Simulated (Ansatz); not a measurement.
GaGe3 in Ansatz: the effect of functional

The system is GaGe3.

```
CELL_PARAMETERS angstrom
0.00000 3.36443 3.36443
3.36443 0.00000 3.36443
3.36443 3.36443 0.00000
ATOMIC_POSITIONS crystal
Ge 0.50000 0.50000 0.50000
Ge 0.75000 0.75000 0.75000
Ge 0.25000 0.25000 0.25000
Ga 0.00000 0.00000 0.00000
```

The cell comes from a database or a generator and needn't be the stable form of this composition.

The cell isn't the ideal one: volume scaled by 0.98.

Alike in all runs:

| Quantity | Value |
| --- | --- |
| Program | Ansatz 0.2.0 |
| Task | single point |
| Potentials or basis | Ansatz PAW |
| k mesh | 7 × 7 × 7 |
| Occupations | fermi-dirac, width 0.05 eV |
| Spin | no spin polarisation |

Q: One run gave: pressure -4.4 GPa. Which functional did it use?
A. PBE
B. r2SCAN
C. LDA

A: C.

| functional | cutoff | pressure (GPa) |
| --- | --- | --- |
| LDA | 420 eV (not typed: the program's choice for these potentials) | -4.4 |
| r2SCAN | 500 eV (not typed: the program's choice for these potentials) | -1.3 |
| PBE | 420 eV (not typed: the program's choice for these potentials) | 0.8 |

Caveats: the PAW data sets come from PBE, with cores solved anew for the run's functional, which leaves a small shift of forces and pressure (some runs).
